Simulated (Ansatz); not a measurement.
# Sn3Te under changes of volume

One of the cells (28.798 Å³/atom); the others are scaled copies at fixed shape and fractional positions:

```
Te Sn
1.0
     4.86562    0.00000    0.00000
     0.00000    4.86562    0.00000
     0.00000    0.00000    4.86562
Te Sn
1 3
Direct
  0.00000 0.00000 0.00000
  0.00000 0.50000 0.50000
  0.50000 0.00000 0.50000
  0.50000 0.50000 0.00000
```

The cell comes from a database or a generator and needn't be the stable form of this composition.

```yaml
Program: Ansatz 0.2.0
Functional: r2SCAN
Potentials_or_basis: Ansatz PAW
Cutoff: "500 eV (not typed: the program's choice for these potentials)"
k_mesh: 6 × 6 × 6
Occupations: fermi-dirac, width 0.05 eV
Spin: no spin polarisation
```

```tsv
volume (Å³/atom)	energy over the lowest point (meV/atom)	pressure (GPa)
27.070	12.35	2.7
27.646	4.66	1.6
28.222	0.65	0.6
28.798	0.00	-0.3
29.373	2.48	-1.1
29.949	?	?
30.525	15.88	-2.6
```

**Question.** What does the run at 29.949 Å³/atom give?

**Answer.** Energy over the lowest point 7.86 meV/atom; pressure -1.9 GPa.

Worked out: A Birch-Murnaghan fit of order 3 (a polynomial in V^(-2/3)) to the other rows has its minimum at 28.62 Å³/atom with B0 = V·E''(V) = 44 GPa and B' = 2.9. It gives 7.85 meV/atom at 29.949 Å³/atom, against the run's 7.86, and -dE/dV = -1.9 GPa, against -1.9.

Energies are extrapolated to zero smearing.

Caveats: the PAW data sets come from PBE, with cores solved anew for the run's functional, which leaves a small shift of forces and pressure.
